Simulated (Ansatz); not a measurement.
TaV:

```
Ta V
1.0
     1.60670   -2.30777    0.00000
     1.60670    2.30777    0.00000
     0.00000    0.00000    4.34136
Ta V
1 1
Direct
  0.00000 0.00000 0.00000
  0.50000 0.50000 0.50000
```

The cell comes from a database or a generator and needn't be the stable form of this composition.

Base run:

```yaml
Program: Ansatz 0.2.0
Functional: RPBE
Potentials_or_basis: all-electron LAPW, scalar-relativistic
Cutoff: 274 eV (chosen from the basis error)
Basis_error_allowed: 0.001 eV/atom
k_mesh: 10 × 10 × 6
Occupations: gaussian, width 0.1 eV
Spin: collinear spin, ferromagnetic start
Starting_moments: "[0.0, 2.0] μB"
```

Its results: band gap on the k mesh none (metal or under the smearing width); pressure 3.6 GPa; net moment 0.00 μB per cell.

The run is repeated on the same cell with these changes: functional from RPBE to PBE; occupations from gaussian, width 0.1 eV to gaussian, width 0.05 eV. What comes out?

Band gap on the k mesh none (metal or under the smearing width); pressure -0.1 GPa; net moment 0.00 μB per cell.

Caveats: the starting moments weren't kept.
